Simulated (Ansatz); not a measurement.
# InH3 (SMILES [InH3]) at wB97X/STO-3G

Aim: the electronic atomisation energy of InH3 at wB97X/STO-3G, from 3 runs. 

Program for the calculation: Ansatz 0.2.0.

29 further runs of the same task are left out: 1 that didn't finish, 28 set aside as unsound or not needed.

**1. Starting point**

InH3: 4 atoms, total charge 0, spin state singlet. As SMILES, `[InH3]`. The coordinates come from a PBE0-D4/def2-TZVP relaxation.

Bond lengths: In1–H2 1.724 Å, In1–H3 1.724 Å, In1–H4 1.724 Å. Angles: H2–In1–H3 120.0°, H2–In1–H4 120.0°, H3–In1–H4 120.0°.

**2. The energy at wB97X/STO-3G**

File run.yaml:

```yaml
crystal:
  periodic: [false, false, false]
  atoms:
    - {symbol: In, position_ang: [0.013900, -0.015100, -0.005100]}
    - {symbol: H, position_ang: [0.415500, 1.516000, 0.678200]}
    - {symbol: H, position_ang: [-1.095600, -0.107300, -1.321400]}
    - {symbol: H, position_ang: [0.721800, -1.454000, 0.628000]}
basis:
  gaussian:
    orbitals: STO-3G
magnetization:
  spin_polarized: false
hamiltonian:
  xc: {name: wB97X}
accuracy: high
```

The run is started by

```
$ ansatz run run.yaml --threads 1 --pin off --max-ram 2610MiB --events-out events.jsonl --progress --plain --runs-dir runs
```

Output:

```text
Warning: RAYON_NUM_THREADS=1 ignored (pool sized by the plan → 1); use --threads N
Functional definition: wB97X
  name "wB97X"
  parameter omega = 0.3/bohr
  parameter cx = 0.157706
  parameter cx1 = 0.726479
  parameter cx2 = 1.04760
  parameter cx3 = -5.70635
  parameter cx4 = 13.2794
  parameter css1 = -4.33879
  parameter css2 = 18.2308
  parameter css3 = -31.7430
  parameter css4 = 17.2901
  parameter cos1 = 2.37031
  parameter cos2 = -11.3995
  parameter cos3 = 6.58405
  parameter cos4 = -3.78132
  exchange = spin_sum(e_x_unif_sr(omega)*poly(b97_u_x, 1 - cx, cx1, cx2, cx3, cx4)) + cx*exact_x_sr(omega)
      + exact_x_lr(omega)
  correlation = spin_sum(e_c_pw_same_spin*poly(b97_u_same, 1, css1, css2, css3, css4))
      + integral(e_c_pw_opposite_spin*poly(b97_u_opposite, 1, cos1, cos2, cos3, cos4))
526 factors; integrals over basis functions are off by at most 3.8e-9 eV
112 factors; integrals over basis functions are off by at most 7.3e-10 eV
mean field evaluation 1: about -154744.5885 eV, gradient 8.6e0 eV
mean field evaluation 2: about -154745.0455 eV, gradient 1.8e0 eV
mean field evaluation 4: about -154745.0705 eV, gradient 3.0e-2 eV
mean field evaluation 8: about -154744.9861 eV, gradient 8.0e-4 eV
mean field evaluation 16: about -154744.9861 eV, gradient 3.9e-8 eV
mean field -154744.98607310 eV, -5686.7733482675 hartree, gradient 3.9e-8 eV, S^2 0.000000; 0 other end points of the search recorded, 0 dependent functions left out
reference -154744.98607146 eV, -5686.7733482074 hartree; 26, 26 occupied and 4, 4 virtual orbitals, 526 factors
Total energy: -154744.98607146 eV, -5686.7733482074 hartree
```

It took 6 s on 1 thread of Arm Neoverse V1, shared host; peak memory 0.23 GiB.

**3. The H atom, same level**

File molecule.yaml:

```yaml
crystal:
  periodic: [false, false, false]
  atoms:
    - {symbol: H, position_ang: [0.000000, 0.000000, 0.000000]}
basis:
  gaussian:
    orbitals: STO-3G
magnetization:
  spin_polarized: true
  initial_magnetization: 1
hamiltonian:
  xc: {name: wB97X}
accuracy: high
```

Run the same way, it converges to -0.46692 Eh (log not shown).

**4. The In atom at the same level**

File job.yaml:

```yaml
crystal:
  periodic: [false, false, false]
  atoms:
    - {symbol: In, position_ang: [0.000000, 0.000000, 0.000000]}
basis:
  gaussian:
    orbitals: STO-3G
magnetization:
  spin_polarized: true
  initial_magnetization: 1
hamiltonian:
  xc: {name: wB97X}
accuracy: high
```

The run is started by

```
$ ansatz run job.yaml --threads 1 --pin off --max-ram 2610MiB --events-out events.jsonl --progress --plain --runs-dir runs
```

Output (excerpt; [...] marks lines left out):

```text
Warning: RAYON_NUM_THREADS=1 ignored (pool sized by the plan → 1); use --threads N
Functional definition: wB97X
  name "wB97X"
[...]
      + exact_x_lr(omega)
[...]
      + integral(e_c_pw_opposite_spin*poly(b97_u_opposite, 1, cos1, cos2, cos3, cos4))
251 factors; integrals over basis functions are off by at most 4.7e-9 eV
55 factors; integrals over basis functions are off by at most 4.0e-10 eV
[...]
mean field -154693.20843089 eV, -5684.8705550126 hartree, gradient 7.8e-9 eV, S^2 0.750001; 0 other end points of the search recorded, 0 dependent functions left out
reference -154693.20842993 eV, -5684.8705549773 hartree; 25, 24 occupied and 2, 3 virtual orbitals, 251 factors
Total energy: -154693.20842993 eV, -5684.8705549773 hartree
```

It took 5.4 s on 1 thread of Arm Neoverse V1, shared host; peak memory 0.27 GiB.

**5. Summary of results**

At wB97X/STO-3G:

| quantity | value |
| --- | --- |
| molecule: total energy | -5686.77335 Eh |
| H atom: total energy | -0.46692 Eh |
| H atom: ⟨S²⟩ | 0.750 |
| In atom: total energy | -5684.87055 Eh |
| In atom: ⟨S²⟩ | 0.750 |
| electronic atomisation energy | 13.661 eV |

Taking the molecule apart into free atoms costs 13.66 eV (315 kcal/mol), before zero-point energy and without spin-orbit coupling. In a minimal basis such a difference can be off by several eV, whatever the method. Relativity is left out (molecule) although the molecule holds a heavy atom. Relativity is left out (In atom) although the molecule holds a heavy atom.
